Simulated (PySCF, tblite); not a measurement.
**C6H7ClFNO: infrared bands and NMR shifts**

Wanted: the infrared bands and NMR shifts of C6H7ClFNO (`C=C=C(C[C@H](F)Cl)C(N)=O`), by calculation.

Programs: tblite 0.8.0 and PySCF 2.14.0, with density-fitted response routines of our own. Each step states its level of theory. These are calculated values for one molecule in the gas phase, unless marked as measured. Atoms count from 0, in the outputs and in this text.

## Step 1: The molecule as given

17 atoms, charge 0, multiplicity 1; geometry from: GFN2-xTB.

Bonds of the start (Å): C0–C1 1.29, C1–C2 1.30, C2–C3 1.51, C3–C4 1.52, C4–F5 1.36, C4–Cl6 1.78, C2–C7 1.50, C7–N8 1.35, C7–O9 1.21, C0–H10 1.08, C0–H11 1.08, C3–H12 1.09, C3–H13 1.09, C4–H14 1.09, N8–H15 1.00, N8–H16 1.01.

## Step 2: Infrared spectrum with GFN2-xTB

The job: settings as JSON, then the geometry in Å.

```
{"job": {"kind": "ir", "xc": "GFN2-xTB", "basis": "xTB"}, "charge": 0, "multiplicity": 1}
C      0.680093     1.294487    -2.169221
C      0.229533     0.781775    -1.071580
C     -0.219896     0.277713     0.044820
C     -1.176576    -0.890370     0.078118
C     -0.452265    -2.138767     0.559478
F      0.558114    -2.464172    -0.295759
Cl    -1.575412    -3.522161     0.622111
C      0.210547     0.785286     1.384284
N      1.026172     1.862941     1.357203
O     -0.154149     0.264701     2.417985
H      1.575553     0.919912    -2.638963
H      0.173581     2.102742    -2.672736
H     -1.592274    -1.070838    -0.913590
H     -1.978540    -0.678178     0.786604
H     -0.017339    -2.009854     1.555977
H      1.337494     2.263389     0.490703
H      1.368368     2.233424     2.227771
```

**Question.** This job is followed by: GIAO PBE0/pcSseg-1 NMR shielding, non-relativistic, gas phase. Predict these results of the whole session: strongest single infrared mode (GFN2-xTB); zero-point energy (GFN2-xTB); ¹³C shifts against TMS (PBE0/pcSseg-1); ¹H shifts against TMS (PBE0/pcSseg-1, means over atoms taken as alike); ¹⁹F shifts against CFCl3 (PBE0/pcSseg-1); ³⁵Cl shifts against HCl (PBE0/pcSseg-1); ¹⁵N shifts against NH3 (PBE0/pcSseg-1); ¹⁷O shifts against H2O (PBE0/pcSseg-1).

As calculated:

| quantity | value |
| --- | --- |
| strongest single infrared mode (GFN2-xTB) | 1740 cm⁻¹, 549 km/mol |
| zero-point energy (GFN2-xTB) | 74.3 kcal/mol |
| ¹³C shifts against TMS (PBE0/pcSseg-1) | 225.6, 166.6, 110.1, 100.3, 83.2, 45.3 ppm |
| ¹H shifts against TMS (PBE0/pcSseg-1, means over atoms taken as alike) | 6.78, 5.86, 5.39, 4.80, 3.05, 2.65 ppm |
| ¹⁹F shifts against CFCl3 (PBE0/pcSseg-1) | -153.4 ppm |
| ³⁵Cl shifts against HCl (PBE0/pcSseg-1) | 246 ppm |
| ¹⁵N shifts against NH3 (PBE0/pcSseg-1) | 112.7 ppm |
| ¹⁷O shifts against H2O (PBE0/pcSseg-1) | 413.7 ppm |

What this shows: No mode is imaginary among the 45: a minimum at this level. The strongest single mode, at 1740 cm⁻¹, moves mainly C7 and O9. GFN2-xTB is a fitted tight-binding method: band positions and strengths are rough. Its intensities can rank the bands wrongly. C1 (central carbon of an allene) lies farthest downfield among carbon, at 225.6 ppm; the central sp carbon of an allene is among the most deshielded carbons of hydrocarbons. The most deshielded hydrogen is H14 (hydrogen on an sp3 CH bonded to Cl and F), at 6.78 ppm: its carbon carries Cl and F, hence the downfield position. At PBE0/pcSseg-1: The widest tensor belongs to O9: span 742 ppm, with a paramagnetic part of -479 ppm.
